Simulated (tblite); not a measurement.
# C4H9N3SSi: the cost of one run

Programs: tblite 0.8.0 and PySCF 2.14.0, with density-fitted response routines of our own. Each step states its level of theory. These are calculated values for one molecule in the gas phase, unless marked as measured. Atoms are numbered from 0 throughout.

### 1 The starting structure

18 atoms, charge 0, multiplicity 1; geometry from: force field or distance geometry start.

Bonds of the start (Å): C0–N1 1.45, N1–C2 1.44, N1–C3 1.38, C3–S4 1.75, S4–N5 1.66, N5–N6 1.32, N6–C7 1.39, C7–Si8 1.87, C7–C3 1.40, C0–H9 1.11, C0–H10 1.09, C0–H11 1.10, C2–H12 1.09, C2–H13 1.09, C2–H14 1.11, Si8–H15 1.49, Si8–H16 1.48, Si8–H17 1.49.

### 2 Optimising the geometry with GFN2-xTB

Job settings and geometry (Å):

```
{"job": {"kind": "relax", "xc": "GFN2-xTB", "basis": "xTB"}, "charge": 0, "multiplicity": 1}
C     -2.103500    -0.878300     0.689100
N     -0.986600    -0.123100     0.143300
C     -1.157400     1.304800     0.006700
C      0.075800    -0.769800    -0.443000
S     -0.089500    -2.305700    -1.267300
N      1.510000    -2.380800    -1.714100
N      2.220200    -1.362700    -1.258300
C      1.440300    -0.468600    -0.527700
Si     2.325500     0.957700     0.298900
H     -2.657500    -0.277500     1.435500
H     -1.787700    -1.789900     1.198700
H     -2.817200    -1.145300    -0.106100
H     -0.660100     1.700700    -0.872900
H     -0.798000     1.832200     0.889400
H     -2.231500     1.562800    -0.114100
H      1.758400     2.267700    -0.139200
H      3.776500     0.978300    -0.008500
H      2.173700     0.903600     1.778000
```

Started as:

```console
> OMP_NUM_THREADS=1 python probes_run.py task.json out
```

The driver reads the jobs from task.json and runs them one after another.

**Question.** How long does this first job take on 1 thread of Arm Neoverse N1, shared host, and how much memory does it need?

About 2.2 s, with a peak of 0.18 GiB.
